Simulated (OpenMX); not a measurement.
**Bi2Te3 (Tellurobismuthite) under changes of volume**

One of the cells (33.871 Å³/atom); the others are scaled copies at fixed shape and fractional positions:

```xyz
5
Lattice="2.1930 1.2661 10.1657 -2.1930 1.2661 10.1657 0.0000 -2.5323 10.1657" Properties=species:S:1:pos:R:3 pbc="T T T"
Bi    0.0000    0.0000   18.2982
Bi    0.0000    0.0000   12.1988
Te    0.0000    0.0000   24.1079
Te    0.0000    0.0000    6.3891
Te    0.0000    0.0000    0.0000
```

* Program: OpenMX 3.8.5
* Functional: PBE
* Potentials or basis: OpenMX 2013 PBE set, Bi8.0-s3p2d2, Te7.0-s3p2d2, fixed grid of 50 × 50 × 50 points
* k mesh: 7 × 7 × 7
* Occupations: fermi-dirac, width 0.05 eV
* Spin: no spin polarisation

| volume (Å³/atom) | energy over the lowest point (meV/atom) | gap on the mesh (eV) | largest force (eV/Å) |
| --- | --- | --- | --- |
| 31.839 | 186.32 | 0.17 | 1.091 |
| 32.517 | 141.74 | 0.19 | 0.947 |
| 33.194 | 103.25 | 0.21 | 0.871 |
| 33.871 | 70.37 | 0.23 | 0.682 |
| 34.549 | ? | ? | ? |
| 35.226 | 19.31 | 0.26 | 0.466 |
| 35.904 | 0.00 | 0.27 | 0.353 |

Question: What does the run at 34.549 Å³/atom give?

Answer: Energy over the lowest point 42.63 meV/atom; gap on the mesh 0.25 eV; largest force 0.547 eV/Å.

Worked out: A Birch-Murnaghan fit of order 3 (a polynomial in V^(-2/3)) to the other rows has no minimum within the range. It gives 42.55 meV/atom at 34.549 Å³/atom, against the run's 42.63. A straight line through the other rows of the gap, of slope 0.843 eV per unit of ln V (its deformation potential), gives 0.24 eV, against the run's 0.25.

Energies are extrapolated to zero smearing.

Caveats: the basis has few d functions beyond the semicore shells, which can make volumes several per cent too large; spin-orbit coupling is left out, which as a rule narrows the gap of such compounds by several tenths of an eV; an odd mesh through Γ misses points on the zone boundary, where band edges often lie; the basis of atomic orbitals isn't converged, which shifts pressures, moduli and gaps; forces of over 1 eV/Å show positions far from the minimum, so gaps and moduli don't describe the material at rest (some runs).
